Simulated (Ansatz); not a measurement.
# The cluster Zr3O5: one molecule under many settings

Aim: run the cluster Zr3O5 under a spread of inputs, and see what each costs and gives.

Program: Ansatz 0.2.0, Gaussian basis. Level of theory: the settings change from run to run. These are calculated values, not measurements.

2 further runs of the same task are left out: 2 that didn't finish.

### 1 The geometry

An earlier PBE0-D4/def2-SVP relaxation fixed the geometry. Zr takes a core potential in def2 sets; no spin-orbit term is included.

8 atoms, charge 0, spin multiplicity 1.

Atoms are counted from 1 here; the program's logs count them from 0.

Bond lengths: Zr1–O4 2.100 Å, Zr1–O7 1.760 Å, Zr1–O8 1.980 Å, Zr2–O5 2.100 Å, Zr2–O6 1.760 Å, Zr2–O8 1.980 Å, Zr3–O4 1.858 Å, Zr3–O5 1.858 Å. Angles: O4–Zr1–O7 111.2°, O4–Zr1–O8 115.9°, O7–Zr1–O8 115.8°, O5–Zr2–O6 111.2°, O5–Zr2–O8 115.9°, O6–Zr2–O8 115.8°, O4–Zr3–O5 109.5°, Zr1–O4–Zr3 102.7°, Zr2–O5–Zr3 102.7°, Zr1–O8–Zr2 110.9°.

### 2 PBE/def2-mTZVP

Options: coordinates scaled by 1.05, a grid of angular degree 11, D4 dispersion.

Input file in.yaml:

```yaml
crystal:
  periodic: [false, false, false]
  atoms:
    - {symbol: Zr, position_ang: [1.667280, -0.470057, -0.687155]}
    - {symbol: Zr, position_ang: [-1.009039, -0.606265, 1.444727]}
    - {symbol: Zr, position_ang: [-0.570985, 1.883830, -0.596421]}
    - {symbol: O, position_ang: [1.367848, 1.713722, -0.732198]}
    - {symbol: O, position_ang: [-1.122248, 1.586987, 1.251397]}
    - {symbol: O, position_ang: [-2.519571, -1.416767, 0.755543]}
    - {symbol: O, position_ang: [1.381858, -1.218251, -2.352185]}
    - {symbol: O, position_ang: [0.804868, -1.473190, 0.916282]}
basis:
  gaussian: {orbitals: def2-mTZVP, final_grid: {core_spheres: 5, valence_spheres: 4, degree: 11}}
hamiltonian: {xc: {name: PBE}, dispersion: d4}
output: {forces: true}
```

Run with:

```sh
> ansatz run in.yaml --threads 4 --pin off --events-out ev --progress --plain --max-ram 8704MiB
```

The log of the run:

```text
Functional definition: PBE
  name "PBE"
  cite "Perdew, Burke & Ernzerhof, Phys. Rev. Lett. 77, 3865 (1996) doi:10.1103/PhysRevLett.77.3865"
  parent pbe
  parameter kappa = 0.804
  parameter beta = 0.06672455060314922
  exchange = pbe_x(kappa = kappa, mu = beta*pi^2/3)
  correlation = pbe_c(beta = beta)
1723 factors; their error is unknown
mean field evaluation 1: about -14028.3619 eV, gradient 1.7e2 eV
mean field evaluation 2: about -13037.7858 eV, gradient 5.1e2 eV
mean field evaluation 4: about -13311.6760 eV, gradient 4.3e2 eV
mean field evaluation 8: about -14057.4015 eV, gradient 8.1e1 eV
mean field evaluation 16: about -14081.7090 eV, gradient 3.9e-3 eV
mean field -14081.70896094 eV, -517.4932593896 hartree, gradient 1.7e-5 eV, S^2 0.000000; 1 other end points of the search recorded, 0 dependent functions left out
the calculation of the forces begins
reference -14081.70903692 eV, -517.4932621815 hartree; 38, 38 occupied and 181, 181 virtual orbitals, 1723 factors
Total energy: -14082.06382575 eV, -517.5063004307 hartree
Atom 0 at     1.667280    -0.470057    -0.687155 Å, force    -1.528722    -0.537820    -0.730560 eV/Å
Atom 1 at    -1.009039    -0.606265     1.444727 Å, force    -0.338619    -0.477282    -1.678590 eV/Å
Atom 2 at    -0.570985     1.883830    -0.596421 Å, force     1.417326    -1.176254     1.704034 eV/Å
Atom 3 at     1.367848     1.713722    -0.732198 Å, force    -1.631294    -0.542897     0.212487 eV/Å
Atom 4 at    -1.122248     1.586987     1.251397 Å, force     0.602049    -0.429186    -1.566605 eV/Å
Atom 5 at    -2.519571    -1.416767     0.755543 Å, force     1.761825     0.993440     0.859657 eV/Å
Atom 6 at     1.381858    -1.218251    -2.352185 Å, force     0.384234     0.923374     1.956875 eV/Å
Atom 7 at     0.804868    -1.473190     0.916282 Å, force    -0.666799     1.246624    -0.757298 eV/Å
Dipole moment:     0.381053     1.219452     0.556317 e Å
```

It took 7.5 s on 4 threads of Intel Xeon at 2.50GHz, shared host.

Largest force 2.509 eV/Å, dipole 6.69 D.

### 3 B97M-V/def2-mTZVPP

Set apart from the defaults: finite nuclei.

Input file in.yaml:

```yaml
crystal:
  periodic: [false, false, false]
  atoms:
    - {symbol: Zr, position_ang: [1.587886, -0.447673, -0.654434]}
    - {symbol: Zr, position_ang: [-0.960990, -0.577396, 1.375930]}
    - {symbol: Zr, position_ang: [-0.543796, 1.794124, -0.568020]}
    - {symbol: O, position_ang: [1.302712, 1.632117, -0.697332]}
    - {symbol: O, position_ang: [-1.068808, 1.511416, 1.191807]}
    - {symbol: O, position_ang: [-2.399591, -1.349302, 0.719565]}
    - {symbol: O, position_ang: [1.316056, -1.160239, -2.240176]}
    - {symbol: O, position_ang: [0.766541, -1.403038, 0.872650]}
basis:
  gaussian: {orbitals: def2-mTZVPP, nuclear_model: gaussian}
hamiltonian: {xc: {name: B97M-V}}
```

Same command.

The log of the run, cut to the lines that bear on the results:

```text
Functional definition: B97M-V
  name "B97M-V"
  cite "Mardirossian & Head-Gordon, J. Chem. Phys. 142, 074111 (2015) doi:10.1063/1.4907719"
  cite "Becke, J. Chem. Phys. 107, 8554 (1997) doi:10.1063/1.475007"
  cite "Vydrov & Van Voorhis, J. Chem. Phys. 133, 244103 (2010) doi:10.1063/1.3521275"
  # Of w^i u^j: cxij and so on, Table III.
[...]
  gx(w, u) = cx00 + cx01*u + cx02*u^2 + (cx10 + cx11*u)*w
  gss(w, u) = css00 + css02*u^2 + css10*w + (css32*w^3 + css42*w^4)*u^2
  gos(w, u) = cos00 + cos01*u + cos03*u^3 + cos10*w + cos32*w^3*u^2
[...]
      + integral(e_c_pw_mod_opposite_spin*gos(b97_w_opposite, b97_u_opposite)) + vv10(b, c)
1718 factors; their error is unknown
[...]
mean field -14088.26021759 eV, -517.7340136308 hartree, gradient 7.3e-5 eV, S^2 0.000000; 0 other end points of the search recorded, 0 dependent functions left out
reference -14088.26032683 eV, -517.7340176451 hartree; 38, 38 occupied and 181, 181 virtual orbitals, 1718 factors
Total energy: -14088.26032683 eV, -517.7340176451 hartree
```

Run time: 24 s. Hardware: 4 threads of Intel Xeon at 2.50GHz, shared host; peak memory 0.58 GiB.

### 4 SPW92/def2-SVP

Set apart from the defaults: charge +1, multiplicity 2.

in.yaml, as its differences from that of step 3:

```diff
@@ -12,3 +12,6 @@
 basis:
-  gaussian: {orbitals: def2-mTZVPP, nuclear_model: gaussian}
-hamiltonian: {xc: {name: B97M-V}}
+  gaussian: {orbitals: def2-SVP}
+total_charge: 1
+magnetization: {spin_polarized: true, initial_magnetization: 1}
+hamiltonian: {xc: {name: SPW92}}
+output: {forces: true}
```

The command is unchanged.

The log of the run, cut to the lines that bear on the results:

```text
Functional definition: SPW92
  name "SPW92"
  cite "Dirac, Proc. Camb. Phil. Soc. 26, 376 (1930) doi:10.1017/S0305004100016108"
  cite "Slater, Phys. Rev. 81, 385 (1951) doi:10.1103/PhysRev.81.385"
  cite "Perdew & Wang, Phys. Rev. B 45, 13244 (1992) doi:10.1103/PhysRevB.45.13244"
[...]
1549 factors; their error is unknown
[...]
mean field -13991.72302835 eV, -514.1863373612 hartree, gradient 1.1e-5 eV, S^2 0.751499; 4 other end points of the search recorded, 0 dependent functions left out
[...]
reference -13991.72309851 eV, -514.1863399396 hartree; 38, 37 occupied and 125, 126 virtual orbitals, 1549 factors
Total energy: -13991.72309851 eV, -514.1863399396 hartree
Atom 0 at     1.587886    -0.447673    -0.654434 Å, force     1.913922    -0.807273    -0.271727 eV/Å
Atom 1 at    -0.960990    -0.577396     1.375930 Å, force    -0.638383    -0.937274     1.761444 eV/Å
Atom 2 at    -0.543796     1.794124    -0.568020 Å, force    -0.196287     1.133846    -0.174100 eV/Å
Atom 3 at     1.302712     1.632117    -0.697332 Å, force    -1.076541    -0.621229     0.263524 eV/Å
Atom 4 at    -1.068808     1.511416     1.191807 Å, force     0.533639    -0.539251    -1.019070 eV/Å
Atom 5 at    -2.399591    -1.349302     0.719565 Å, force     0.622584     0.468781    -0.364567 eV/Å
Atom 6 at     1.316056    -1.160239    -2.240176 Å, force    -0.521906     0.410519     0.547079 eV/Å
Atom 7 at     0.766541    -1.403038     0.872650 Å, force    -0.637030     0.891883    -0.742582 eV/Å
Dipole moment:     0.202914     1.406671     0.344661 e Å
```

Wall time 13 s (4 threads of Intel Xeon at 2.50GHz, shared host).

Largest force 2.095 eV/Å, ⟨S²⟩ 0.751.

### 5 RPBE/def2-SVPD

in.yaml, as its differences from that of step 4:

```diff
@@ -12,6 +12,3 @@
 basis:
-  gaussian: {orbitals: def2-SVP}
-total_charge: 1
-magnetization: {spin_polarized: true, initial_magnetization: 1}
-hamiltonian: {xc: {name: SPW92}}
-output: {forces: true}
+  gaussian: {orbitals: def2-SVPD}
+hamiltonian: {xc: {name: RPBE}}
```

Launched as before.

The log of the run:

```text
Functional definition: RPBE
  name "RPBE"
  cite "Hammer, Hansen & Nørskov, Phys. Rev. B 59, 7413 (1999) doi:10.1103/PhysRevB.59.7413"
  cite "Perdew, Burke & Ernzerhof, Phys. Rev. Lett. 77, 3865 (1996) doi:10.1103/PhysRevLett.77.3865"
  parameter kappa = 0.804
  parameter beta = 0.06672455060314922
  exchange = rpbe_x(kappa = kappa, mu = beta*pi^2/3)
  correlation = pbe_c(beta = beta)
1759 factors; their error is unknown
mean field evaluation 1: about -14032.4391 eV, gradient 1.6e2 eV
mean field evaluation 2: about -13134.1165 eV, gradient 4.9e2 eV
mean field evaluation 4: about -13389.1246 eV, gradient 4.2e2 eV
mean field evaluation 8: about -14081.6849 eV, gradient 2.1e1 eV
mean field evaluation 16: about -14082.5706 eV, gradient 1.2e-1 eV
mean field -14082.57066000 eV, -517.5249262457 hartree, gradient 4.3e-5 eV, S^2 0.000000; 0 other end points of the search recorded, 0 dependent functions left out
reference -14082.57071421 eV, -517.5249282379 hartree; 38, 38 occupied and 179, 179 virtual orbitals, 1759 factors
Total energy: -14082.57071421 eV, -517.5249282379 hartree
```

It took 8.5 s on 4 threads of Intel Xeon at 2.50GHz, shared host.

### 6 PBE-QIDH/def2-mTZVPP

This run has a grid of angular degree 47, relativity set to none.

in.yaml, as its differences from that of step 5:

```diff
@@ -12,3 +12,4 @@
 basis:
-  gaussian: {orbitals: def2-SVPD}
-hamiltonian: {xc: {name: RPBE}}
+  gaussian: {orbitals: def2-mTZVPP, final_grid: {core_spheres: 20, valence_spheres: 16, degree: 47}}
+hamiltonian: {xc: {name: PBE-QIDH}, pseudopotentials: {relativity: none}}
+output: {forces: true}
```

The command is unchanged.

The log of the run, cut to the lines that bear on the results:

```text
Functional definition: PBE-QIDH
  name "PBE-QIDH"
  cite "Brémond, Sancho-García, Pérez-Jiménez & Adamo, J. Chem. Phys. 141, 031101 (2014) doi:10.1063/1.4890314"
  cite "Perdew, Burke & Ernzerhof, Phys. Rev. Lett. 77, 3865 (1996) doi:10.1103/PhysRevLett.77.3865"
[...]
2242 factors; integrals over basis functions are off by at most 2.4e-4 eV
[...]
mean field -14048.10593886 eV, -516.2583711048 hartree, gradient 5.8e-6 eV, S^2 0.000000; 0 other end points of the search recorded, 0 dependent functions left out
5 core orbitals not correlated: weight in the atoms' cores, before any rotation towards them, 1.000 or more for the frozen orbitals, at most 0.000 for the correlated occupied ones
reference -14048.10596384 eV, -516.2583720228 hartree; 33, 33 occupied and 181, 181 virtual orbitals, 2242 factors
second order -60.02193421 eV of doubles, -0.00000000 eV of singles
[...]
Total energy: -14068.11327524 eV, -516.9936271554 hartree
Atom 0 at     1.587886    -0.447673    -0.654434 Å, force     0.285370     0.323450     0.587794 eV/Å
Atom 1 at    -0.960990    -0.577396     1.375930 Å, force     0.488685     0.333663     0.425870 eV/Å
Atom 2 at    -0.543796     1.794124    -0.568020 Å, force    -0.327835     0.200564    -0.398869 eV/Å
Atom 3 at     1.302712     1.632117    -0.697332 Å, force     0.380379     0.241327    -0.031462 eV/Å
Atom 4 at    -1.068808     1.511416     1.191807 Å, force    -0.129962     0.215400     0.375123 eV/Å
Atom 5 at    -2.399591    -1.349302     0.719565 Å, force    -0.741481    -0.441844    -0.323920 eV/Å
Atom 6 at     1.316056    -1.160239    -2.240176 Å, force    -0.123384    -0.410417    -0.816309 eV/Å
Atom 7 at     0.766541    -1.403038     0.872650 Å, force     0.168229    -0.462143     0.181773 eV/Å
Dipole moment:     0.426882     1.179511     0.611298 e Å
```

It took 91 s on 4 threads of Intel Xeon at 2.50GHz, shared host; peak memory 1.2 GiB.

Largest force 0.922 eV/Å, dipole 6.70 D.

### 7 B2PLYP/def2-SVP

Options: unrestricted orbitals.

in.yaml, as its differences from that of step 6:

```diff
@@ -12,4 +12,5 @@
 basis:
-  gaussian: {orbitals: def2-mTZVPP, final_grid: {core_spheres: 20, valence_spheres: 16, degree: 47}}
-hamiltonian: {xc: {name: PBE-QIDH}, pseudopotentials: {relativity: none}}
-output: {forces: true}
+  gaussian: {orbitals: def2-SVP}
+magnetization: {spin_polarized: true, initial_magnetization: 0}
+hamiltonian: {xc: {name: B2PLYP}}
+scf: {omitted_lower_state_checks: [starts]}
```

Same command.

The log of the run, cut to the lines that bear on the results:

```text
Functional definition: B2PLYP
  name "B2PLYP"
  cite "Grimme, J. Chem. Phys. 124, 034108 (2006) doi:10.1063/1.2148954"
  cite "Becke, Phys. Rev. A 38, 3098 (1988) doi:10.1103/PhysRevA.38.3098"
  cite "Lee, Yang & Parr, Phys. Rev. B 37, 785 (1988) doi:10.1103/PhysRevB.37.785"
[...]
1620 factors; integrals over basis functions are off by at most 7.1e-4 eV
[...]
mean field -14044.63075620 eV, -516.1306604978 hartree, gradient 3.4e-6 eV, S^2 0.000000; 0 other end points of the search recorded, 0 dependent functions left out
5 core orbitals not correlated: weight in the atoms' cores, before any rotation towards them, 1.000 or more for the frozen orbitals, at most 0.000 for the correlated occupied ones
reference -14044.63093025 eV, -516.1306668939 hartree; 33, 33 occupied and 125, 125 virtual orbitals, 1620 factors
second order -61.03523567 eV of doubles, -0.00000000 eV of singles
Total energy: -14061.11044388 eV, -516.7362778496 hartree
Checks for a lower state left out: starts
```

Run time: 24 s. Hardware: 4 threads of Intel Xeon at 2.50GHz, shared host; peak memory 0.82 GiB.

⟨S²⟩ 0.000.

### 8 BHLYP/def2-SVP

This run has D3(BJ) with three-body dispersion.

in.yaml, as its differences from that of step 7:

```diff
@@ -13,4 +13,3 @@
   gaussian: {orbitals: def2-SVP}
-magnetization: {spin_polarized: true, initial_magnetization: 0}
-hamiltonian: {xc: {name: B2PLYP}}
+hamiltonian: {xc: {name: BHLYP}, dispersion: d3bjatm}
 scf: {omitted_lower_state_checks: [starts]}
```

Launched as before.

The log of the run:

```text
Functional definition: BHLYP
  name "BHLYP"
  cite "Becke, J. Chem. Phys. 98, 1372 (1993) doi:10.1063/1.464304"
  cite "Becke, Phys. Rev. A 38, 3098 (1988) doi:10.1103/PhysRevA.38.3098"
  cite "Lee, Yang & Parr, Phys. Rev. B 37, 785 (1988) doi:10.1103/PhysRevB.37.785"
  parameter a = 0.5
  exchange = (1 - a)*b88_x + a*exact_x
  correlation = lyp_c
these checks for a lower state are left out or cut short: starts
1909 factors; their error is unknown
mean field evaluation 1: about -14029.8729 eV, gradient 1.3e2 eV
mean field evaluation 2: about -13605.0962 eV, gradient 4.0e2 eV
mean field evaluation 4: about -14062.1661 eV, gradient 3.2e1 eV
mean field evaluation 8: about -14064.2794 eV, gradient 5.1e-1 eV
mean field evaluation 16: about -14064.5145 eV, gradient 2.1e-3 eV
mean field -14064.51451687 eV, -516.8613752246 hartree, gradient 8.7e-5 eV, S^2 0.000000; 0 other end points of the search recorded, 0 dependent functions left out
reference -14064.51470413 eV, -516.8613821065 hartree; 38, 38 occupied and 125, 125 virtual orbitals, 1909 factors
Total energy: -14065.17516419 eV, -516.8856535660 hartree
Checks for a lower state left out: starts
```

Wall time 7.5 s (4 threads of Intel Xeon at 2.50GHz, shared host).

### 9 All runs side by side

| level | charge | multiplicity | geometry | functions | energy (eV) | time |
| --- | --- | --- | --- | --- | --- | --- |
| PBE/def2-mTZVP | 0 | 1 | scaled | 219 | -14082.064 | 7.5 s |
| B97M-V/def2-mTZVPP | 0 | 1 | relaxed | 219 | -14088.260 | 24 s |
| SPW92/def2-SVP | 1 | 2 | relaxed | 163 | -13991.723 | 13 s |
| RPBE/def2-SVPD | 0 | 1 | relaxed | 217 | -14082.571 | 8.5 s |
| PBE-QIDH/def2-mTZVPP | 0 | 1 | relaxed | 219 | -14068.113 | 91 s |
| B2PLYP/def2-SVP | 0 | 1 | relaxed | 163 | -14061.110 | 24 s |
| BHLYP/def2-SVP | 0 | 1 | relaxed | 163 | -14065.175 | 7.5 s |

### 10 Summary of results

| quantity | value |
| --- | --- |
| runs | 7 |
| quickest | BHLYP/def2-SVP, 7.5 s |
| slowest | PBE-QIDH/def2-mTZVPP, 91 s |
| spread of total energies, same state and geometry | 27.1 eV |

PBE-QIDH/def2-mTZVPP took 12 times as long as BHLYP/def2-SVP. The jobs differ in tasks and options as well as level. The totals spread over 27 eV; they can't be compared across methods or bases. At the PBE0-D4/def2-SVP geometry and in the same state, runs without warnings or point charges leave forces up to 0.92 eV/Å (PBE-QIDH/def2-mTZVPP), against 2.5 eV/Å where the atoms were moved.
